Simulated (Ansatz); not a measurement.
**GaPNH (triplet): from Hartree-Fock to the top rungs, cc-pVDZ**

An exercise on one series of results from a longer session: the logs are not shown, and one member is left open.

Computed with Ansatz 0.2.0, Gaussian basis. Level: cc-pVDZ, core rule «outside noble gas», up to 20 orbitals frozen.

The runs, in order: UHF; CCSD(T) on ROHF; CCSD(T) on UHF; BCCD(T) on ROHF; CISD as a restricted active space (open shells left free, so some higher excitations enter); CCSDT(Q) on ROHF; CCSDT(Q) on UHF.

35 further runs of the same task are left out: 8 for a known fault of the program, 9 that didn't finish, 18 set aside as unsound or not needed. Runs told in other sessions of the task aren't counted.

## What is computed

The geometry is a PBE0/def2-TZVP stationary point (not a proven minimum). No spin-orbit coupling is included. The filled d shell of Ga may be among the frozen orbitals whatever the setting's name suggests.

4 atoms, charge 0, spin multiplicity 3.

Atoms are counted from 1 here; the program's logs count them from 0.

Bond lengths: Ga1–N3 1.927 Å, P2–N3 1.679 Å, N3–H4 1.015 Å. Angles: Ga1–N3–P2 122.2°, Ga1–N3–H4 121.1°, P2–N3–H4 116.7°.

Geometry (Å):

```
Ga    0.0000    0.0681    1.0743
P     0.0000    0.2248   -2.0808
N     0.0000   -0.7121   -0.6875
H     0.0000   -1.7192   -0.8155
```

Set-up of the first run:

in.yaml reads:

```yaml
crystal:
  periodic: [false, false, false]
  atoms:
    - {symbol: Ga, position_ang: [0.000000, 0.068058, 1.074262]}
    - {symbol: P, position_ang: [0.000000, 0.224776, -2.080757]}
    - {symbol: N, position_ang: [0.000000, -0.712125, -0.687525]}
    - {symbol: H, position_ang: [0.000000, -1.719206, -0.815467]}
basis:
  gaussian: {orbitals: cc-pVDZ}
magnetization: {spin_polarized: true, initial_magnetization: 2}
hamiltonian: {xc: hf}
output: {orbitals: {seedname: orbitals}}
```

Run with:

```
$ ansatz run in.yaml --threads 1 --pin off --events-out ev --progress --plain --max-ram 2393MiB
```

Steps of the session up to this table: UHF; CCSD(T) on ROHF; CCSD(T) on UHF; BCCD(T) on ROHF; CISD as a restricted active space (open shells left free, so some higher excitations enter); CCSDT(Q) on ROHF; CCSDT(Q) on UHF.

One of the session's tables, all rows but one given; the rest of the session is left out.

It belongs to the step «Misses and costs». 

| method | from UCCSDT(Q) (meV) |
| --- | --- |
| ROHF | +9305.6 |
| UHF | +9135.7 |
| RMP2 | +1160.8 |
| UMP2 | +1208.4 |
| RCCSD | ? |
| UCCSD | +346.3 |
| RCCSD(T) | +53.8 |
| UCCSD(T) | +54.4 |
| BCCD(T) | +50.2 |
| RCCSDT | +30.3 |
| UCCSDT | +29.7 |
| RCCSDT(Q) | +3.1 |
| UCCSDT(Q) | 0 |

Q: Estimate the row for RCCSD from the others.

**Answer.** from UCCSDT(Q) (meV): +350.3. In the column «from UCCSDT(Q) (meV)» it lies between UCCSD (+346.3) and RMP2 (+1160.8).

Not comparable, so not listed: CISD as a restricted active space (open shells left free, so some higher excitations enter) (they don't share determinant, frozen orbitals or solution with the rows shown, or repeat one).

Caveats from the session: Restricted and unrestricted rows rest on different reference determinants; a gap between their highest levels can come from leftover correlation error, from unlike frozen cores or from another state.
